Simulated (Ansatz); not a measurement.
# FH₄OSi₂ radical: up Jacob's ladder to CCSD(T)

Aim: compute FH₄OSi₂ radical with functionals from several rungs and with coupled cluster. The yardstick is the atomisation energy at the CCSD(T) limit.

Program: Ansatz 0.2.0, Gaussian basis. Level of theory: functionals in def2-TZVPP, the program's frozen cores in correlated methods. These are calculated values, not measurements.

The runs, in order: LDA (SPW92), PBE-D4, revPBE-D4, BLYP-D4, r2SCAN-D4, B97M-V, PBE0-D4, B3LYP-D4, r2SCANh-D4, r2SCAN0-D4, HSE06-D4, BHLYP-D4, CAM-B3LYP-D4, LC-ωPBE, ωB97X-V, ωB97M-V, B2PLYP, PBE-QIDH; CCSD(T)/def2-SVP; CCSD(T)/def2-TZVPP; MP2/def2-QZVPP; extrapolation to the limit; RPA on PBE.

## Step 1: The relaxed structure

The geometry comes from an earlier relaxation with PBE0-D4 in a triple-zeta def2 set; it is a stationary point, not always the lowest conformer.

SMILES `F[SiH2]O[SiH2]`, 8 atoms, charge 0, spin multiplicity 2.

Atoms are counted from 1 here; the program's logs count them from 0.

Bond lengths: F1–Si2 1.594 Å, Si2–O3 1.620 Å, Si2–H5 1.476 Å, Si2–H6 1.479 Å, O3–Si4 1.643 Å, Si4–H7 1.489 Å, Si4–H8 1.493 Å. Angles: F1–Si2–O3 109.5°, F1–Si2–H5 107.9°, F1–Si2–H6 107.2°, O3–Si2–H5 108.6°, O3–Si2–H6 110.3°, H5–Si2–H6 113.3°, Si2–O3–Si4 148.7°, O3–Si4–H7 107.6°, O3–Si4–H8 109.7°, H7–Si4–H8 110.7°.

## Step 2: LDA

This LDA is Slater exchange with PW92 correlation.

The input, in.yaml:

```yaml
crystal:
  periodic: [false, false, false]
  atoms:
    - {symbol: F, position_ang: [-0.126484, 1.802099, 1.445916]}
    - {symbol: Si, position_ang: [0.391252, 1.262025, 0.038702]}
    - {symbol: O, position_ang: [-0.397340, -0.101704, -0.339371]}
    - {symbol: Si, position_ang: [-0.821382, -1.636387, 0.065927]}
    - {symbol: H, position_ang: [0.081530, 2.283459, -0.980603]}
    - {symbol: H, position_ang: [1.839755, 0.995759, 0.178127]}
    - {symbol: H, position_ang: [-1.207763, -2.342842, -1.186622]}
    - {symbol: H, position_ang: [0.332631, -2.319510, 0.722024]}
basis:
  gaussian: {orbitals: def2-TZVPP}
magnetization: {spin_polarized: true, initial_magnetization: 1}
hamiltonian: {xc: lda}
output: {orbitals: {seedname: orbitals}}
```

Launch:

```
$ ansatz run in.yaml --threads 4 --pin off --events-out ev --progress --plain --max-ram 10444MiB
```

The runs that follow: PBE-D4 (GGA); revPBE-D4 (GGA); BLYP-D4 (GGA); r2SCAN-D4 (meta-GGA); B97M-V (meta-GGA); B3LYP-D4 (hybrid); r2SCANh-D4 (hybrid); r2SCAN0-D4 (hybrid); HSE06-D4 (hybrid); BHLYP-D4 (hybrid); CAM-B3LYP-D4 (range-separated); LC-ωPBE (range-separated); ωB97X-V (range-separated); ωB97M-V (range-separated); B2PLYP (double hybrid); PBE-QIDH (double hybrid); CCSD(T) in def2-SVP; CCSD(T) in def2-TZVPP; MP2 in def2-QZVPP; RPA on PBE orbitals.

Q: Predict the results of all the runs planned. Wanted: atomisation energy, CCSD(T)/CBS; farthest beyond LDA; mean size of error, GGA; mean size of error, meta-GGA; mean size of error, hybrid; mean size of error, range-separated; mean size of error, double hybrid; gap, smallest and largest; T1 diagnostic.

**Answer**, as computed:

| quantity | value |
| --- | --- |
| atomisation energy, CCSD(T)/CBS | 2784.6 kJ/mol |
| functionals within 13.9 kJ/mol (0.5 %) | r2SCAN-D4, B97M-V, CAM-B3LYP-D4, ωB97X-V |
| farthest beyond LDA | revPBE-D4 (-88.6 kJ/mol) |
| mean size of error, GGA | 48.9 kJ/mol |
| mean size of error, meta-GGA | 7.9 kJ/mol |
| mean size of error, hybrid | 51.9 kJ/mol |
| mean size of error, range-separated | 15.1 kJ/mol |
| mean size of error, double hybrid | 48.9 kJ/mol |
| gap, smallest and largest | 1.28 eV (LDA (SPW92)), 8.91 eV (LC-ωPBE) |
| T1 diagnostic | 0.0134 |
| triples share of the correlation energy | 3.0 % |

In words: LDA overbinds by 321.8 kJ/mol (12 %). PBE-D4 misses by -26.9 kJ/mol. Double hybrids carry the basis error of their MP2 part in triple zeta, and no dispersion term here, so their miss is partly the set-up's. By mean error the best rung here is meta-GGA (7.9 kJ/mol) and the worst beyond LDA is hybrid (51.9 kJ/mol). The mean of the hybrids holds BHLYP, with half exact exchange. Misses under about 13.9 kJ/mol are within the doubt on the reference itself, which lacks core-valence correlation, relativity and higher excitations. Hartree-Fock recovers 75 % of the binding; the rest is correlation. CCSD(T) in def2-SVP is off by -248.7 kJ/mol, worse than the median functional, from the basis alone. Orbital gaps span 1.3 to 8.9 eV; exact exchange widens them.
